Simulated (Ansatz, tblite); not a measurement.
**SiH(vinyl)3 (C6H10Si): one state, many levels**

The task here is to estimate one member of a computed series from the others.

The runs use Ansatz 0.2.0, Gaussian basis; as each input shows.

The runs, in order: GFN1-xTB, GFN2-xTB, PBE-D4/def2-TZVP, r2SCAN-D4/def2-TZVP, PBE-QIDH/def2-TZVP, BHLYP-D4/def2-TZVP, BLYP-D4/def2-TZVP, PBE-D4/def2-SVP, PBE0-D4/def2-SVP, HF/6-31G, B3LYP-D4/6-31G, PBE0-D4/def2-TZVPD, PBE-D4/def2-TZVPD, PBE-QIDH/def2-TZVPD, CCSD(T)/def2-SVP, MP2/def2-TZVP, RPA/def2-TZVP.

3 further runs of the same task are left out: 1 that didn't finish, 2 set aside as unsound or not needed.

**The geometry**

The singlet was relaxed beforehand with B3LYP-D4/def2-SVP.

17 atoms, charge 0, spin multiplicity 1.

Bond lengths: Si1–H2 1.494 Å, Si1–C3 1.877 Å, Si1–C8 1.877 Å, Si1–C13 1.877 Å, C3–C4 1.340 Å, C3–H5 1.100 Å, C4–H6 1.096 Å, C4–H7 1.096 Å, C8–C9 1.340 Å, C8–H10 1.100 Å, C9–H11 1.096 Å, C9–H12 1.096 Å, C13–C14 1.340 Å, C13–H15 1.100 Å, C14–H16 1.096 Å, C14–H17 1.096 Å. Angles: H2–Si1–C3 109.1°, H2–Si1–C8 109.1°, H2–Si1–C13 109.1°, C3–Si1–C8 109.9°, C3–Si1–C13 109.8°, C8–Si1–C13 109.8°, Si1–C3–C4 123.9°, Si1–C3–H5 118.3°, C4–C3–H5 117.7°, C3–C4–H6 121.8°, C3–C4–H7 122.3°, H6–C4–H7 115.9°, Si1–C8–C9 124.0°, Si1–C8–H10 118.3°, C9–C8–H10 117.7°, C8–C9–H11 121.8°, C8–C9–H12 122.3°, H11–C9–H12 115.9° and more.

PBE0-D4/def2-TZVP was run before; its log isn't repeated, and its numbers join the tables.

Set-up of the first run:

Tight binding, by tblite at 300 K electronic temperature and without a spin-polarisation term:

```python
tblite.interface.Calculator('GFN1-xTB', numbers, positions, charge=0, uhf=0).singlepoint()
```

Tight binding, by tblite at 300 K electronic temperature and without a spin-polarisation term:

```python
tblite.interface.Calculator('GFN2-xTB', numbers, positions, charge=0, uhf=0).singlepoint()
```

start.molden holds the orbitals of an earlier run on this state, given as this run's starting guess.

File in.yaml:

```yaml
crystal:
  periodic: [false, false, false]
  atoms:
    - {symbol: Si, position_ang: [0.000465, 0.002108, 0.094443]}
    - {symbol: H, position_ang: [0.019113, 0.006971, 1.587899]}
    - {symbol: C, position_ang: [1.743097, -0.287380, -0.539844]}
    - {symbol: C, position_ang: [2.805556, -0.480815, 0.253645]}
    - {symbol: H, position_ang: [1.907328, -0.300499, -1.627124]}
    - {symbol: H, position_ang: [2.717999, -0.480858, 1.346597]}
    - {symbol: H, position_ang: [3.812903, -0.648679, -0.145336]}
    - {symbol: C, position_ang: [-0.633905, 1.659147, -0.517578]}
    - {symbol: C, position_ang: [-0.984980, 2.670487, 0.288519]}
    - {symbol: H, position_ang: [-0.724916, 1.814453, -1.602462]}
    - {symbol: H, position_ang: [-0.921113, 2.588290, 1.380017]}
    - {symbol: H, position_ang: [-1.352400, 3.628408, -0.098148]}
    - {symbol: C, position_ang: [-1.130821, -1.372281, -0.500597]}
    - {symbol: C, position_ang: [-1.807869, -2.190669, 0.316542]}
    - {symbol: H, position_ang: [-1.248468, -1.518998, -1.584090]}
    - {symbol: H, position_ang: [-1.739512, -2.104092, 1.407426]}
    - {symbol: H, position_ang: [-2.462489, -2.985565, -0.059911]}
basis:
  gaussian: {orbitals: def2-TZVP, initial_orbitals: start.molden}
hamiltonian: {xc: pbe, dispersion: d4}
scf: {omitted_lower_state_checks: [starts]}
output: {orbitals: {seedname: orbitals}}
```

Started as:

```sh
ansatz run in.yaml --threads 4 --pin off --events-out ev --progress --plain --max-ram 4787MiB
```

Among the steps run: PBE-D4/def2-TZVP; r2SCAN-D4/def2-TZVP; PBE-QIDH/def2-TZVP; BHLYP-D4/def2-TZVP; BLYP-D4/def2-TZVP; PBE-D4/def2-SVP; PBE0-D4/def2-SVP; HF/6-31G; B3LYP-D4/6-31G; PBE0-D4/def2-TZVPD; PBE-D4/def2-TZVPD; PBE-QIDH/def2-TZVPD; CCSD(T)/def2-SVP; MP2/def2-TZVP; RPA/def2-TZVP.

One table of the session follows, with a row left open; its other results are not shown here.

| method | binding an atom (eV) |
| --- | --- |
| HF/6-31G | 3.006 |
| HF/def2-SVP | 3.244 |
| HF/def2-TZVP | 3.199 |
| PBE-D4/def2-SVP | 4.379 |
| PBE-D4/def2-TZVP | 4.353 |
| PBE-D4/def2-TZVPD | 4.354 |
| BLYP-D4/def2-TZVP | 4.257 |
| r2SCAN-D4/def2-TZVP | ? |
| B3LYP-D4/6-31G | 4.150 |
| PBE0-D4/def2-SVP | 4.318 |
| PBE0-D4/def2-TZVP | 4.288 |
| PBE0-D4/def2-TZVPD | 4.289 |
| BHLYP-D4/def2-TZVP | 4.159 |
| MP2/def2-SVP | 4.117 |
| MP2/def2-TZVP | 4.171 |
| CCSD/def2-SVP | 4.036 |
| CCSD(T)/def2-SVP | 4.084 |

**Question.** Estimate the row for r2SCAN-D4/def2-TZVP.

The run gave: binding an atom (eV): 4.270. In the column «binding an atom (eV)» it lies between BLYP-D4/def2-TZVP (4.257) and PBE0-D4/def2-TZVP (4.288).

Among the levels timed on like hardware and quicker than the yardstick, those that no quicker one beats, quickest first: HF/6-31G (2.4 s, -1.078 eV); PBE-D4/def2-SVP (4.7 s, +0.295 eV); B3LYP-D4/6-31G (5 s, +0.066 eV).

To keep in mind: Free atoms were run apart at each level; binding is atoms less cluster, divided by the number of atoms, without zero-point or spin-orbit terms. The yardstick is in a double-zeta basis, so levels in larger sets aren't compared like for like. CCSD(T)/def2-SVP isn't at the basis-set limit; small misses against it rank nothing.
